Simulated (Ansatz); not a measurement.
Runs of Ansatz 0.2.0 on BiS. The structure is cubic, space group Pm-3m (No. 221). The conventional cell has a = 4.003 Å, b = 4.003 Å, c = 4.003 Å, α = 90.00°, β = 90.00°, γ = 90.00°. Bi (site symmetry m-3m) has 8 S at 3.47 Å as nearest neighbours. S (site symmetry m-3m) is surrounded by 8 Bi at 3.47 Å. The cell was built by a generator and needn't be a form met in nature.

| task | level | spin | cell | k mesh | smearing | points for each segment of the path | gap on the mesh (eV) | pressure (GPa) |
| --- | --- | --- | --- | --- | --- | --- | --- | --- |
| band structure | PBE | off | as given | 7 × 7 × 7 | fermi-dirac 0.05 eV | 14 | none | -10.9 |
| band structure | PBE | SOC, no magnetisation | as given | 5 × 5 × 5 | fermi-dirac 0.05 eV | 14 | none | -8.9 |
| band structure | LDA | off | as given | 7 × 7 × 7 | fermi-dirac 0.05 eV | 14 | none | (a) |
| single point | PBE | off | as given | 7 × 7 × 7 | gaussian 0.011 eV | - | none | -10.9 |
| relaxation of cell and atoms | PBE | off | relaxed | 7 × 7 × 7 | fermi-dirac 0.05 eV | - | none | 0.0 |

Alike in all rows: potentials or basis Ansatz PAW; cutoff (eV) 420.

Estimate the missing entries.

(a) -13.9.

Caveats: spin-orbit coupling is left out, which moves the levels of the heavy elements (some runs); the PAW data sets come from PBE, with cores solved anew for the run's functional, which leaves a small shift of forces and pressure (some runs); the plane-wave basis is chosen anew once the cell has moved, so the energies of steps on either side of that aren't comparable (some runs).

A k mesh can miss the band edges, and rows without SOC leave out spin-orbit coupling on Bi.

A gap of «none» marks a metal or a gap under the smearing width.
